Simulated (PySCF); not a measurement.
**WOBr2: structure of the singlet**

The task is one start of a wider search on WOBr2: the singlet, built as T-shaped (ligand arrangement 1). It is relaxed, tested by its Hessian and followed downhill if it is a saddle.

Program: PySCF 2.14.0. Level of theory: B3LYP, basis W def2-SVP with ECP60, O def2-SVP, Br def2-SVP, scalar-relativistic core potentials, no spin–orbit coupling, density fitting. These are calculated values, not measurements.

### 1 Starting geometry

4 atoms, charge 0, spin multiplicity 1.

Bond lengths: W1–O2 1.770 Å, W1–Br3 2.510 Å, W1–Br4 2.510 Å. Angles: O2–W1–Br3 88.0°, O2–W1–Br4 176.0°, Br3–W1–Br4 88.0°.

```xyz
4
charge 0 multiplicity 1
W    -0.4742    0.0000   -0.5757
O    -2.2431    0.0000   -0.5139
Br   -0.4742    0.0000    1.9343
Br    2.0343    0.0000   -0.4881
```

### 2 Relaxing the singlet from the T-shaped (ligand arrangement 1) start

One driver script runs all steps and calls PySCF; scf.py shows how it sets up the SCF of each step. The optimiser is the driver's own. Before each start the driver seeks the lowest SCF state from one or more starting densities and follows internal instabilities, so scf.py alone need not reach the same state.

The program finds Cs symmetry in the start, which this walk keeps. The walk stops when the largest gradient is under 0.0003 Eh/bohr and the energy has settled too.

Input file scf.py:

```python
from pyscf import gto, scf, dft
mol = gto.M(atom='''
W     -0.474236     0.000000    -0.575732
O     -2.243136     0.000000    -0.513932
Br    -0.474236     0.000000     1.934268
Br     2.034264     0.000000    -0.488132''',
    basis={'W': 'def2-SVP', 'O': 'def2-SVP', 'Br': 'def2-SVP'},
    ecp={'W': 'def2-SVP'},
    charge=0, spin=0)
mf = dft.RKS(mol, xc='B3LYP')
mf.grids.atom_grid = (50, 194)
aux = {'W': 'def2-universal-JKFIT', 'O': 'def2-universal-JKFIT', 'Br': 'def2-universal-JKFIT'}
mf = mf.density_fit(auxbasis=aux)
mf.kernel()
```

The runs that follow: Hessian and properties.

**Question.** What will these runs give? Wanted: minimum; geometry; wavenumbers; dipole moment; highest occupied, lowest empty level; polar-tensor charge of W1; zero-point energy; atomisation energy.

As calculated:

```
                                 quantity                                                               value
                                  minimum                                                        singlet, C2v
                                 geometry  W–Br 2.402 Å (×2), W–O 1.680 Å; Br–W–Br 132.8°, Br–W–O 113.6° (×2)
                       wavenumbers (cm⁻¹)           72 (a1), 93 (b1), 191 (b2), 253 (a1), 320 (b2), 1062 (a1)
                            dipole moment                                                              1.61 D
     highest occupied, lowest empty level                                                     -6.43, -4.00 eV
                polar-tensor charge of W1                                                             +1.29 e
                        zero-point energy                                                         11.9 kJ/mol
                      entropy at 298.15 K                                                     356.1 J/(mol K)
atomisation energy (no zero-point energy)                                                         1425 kJ/mol
```

The T-shaped (ligand arrangement 1) start (Cs) ends in a minimum of C2v symmetry. The strongest infrared band lies at 1062 cm⁻¹ (a1, stretch). Only this shape and spin were tried, so other structures or states may lie lower. The soft modes, below some 90 cm⁻¹, carry numerical noise of tens of cm⁻¹, and the entropy with them. A two-component treatment could change these values noticeably.
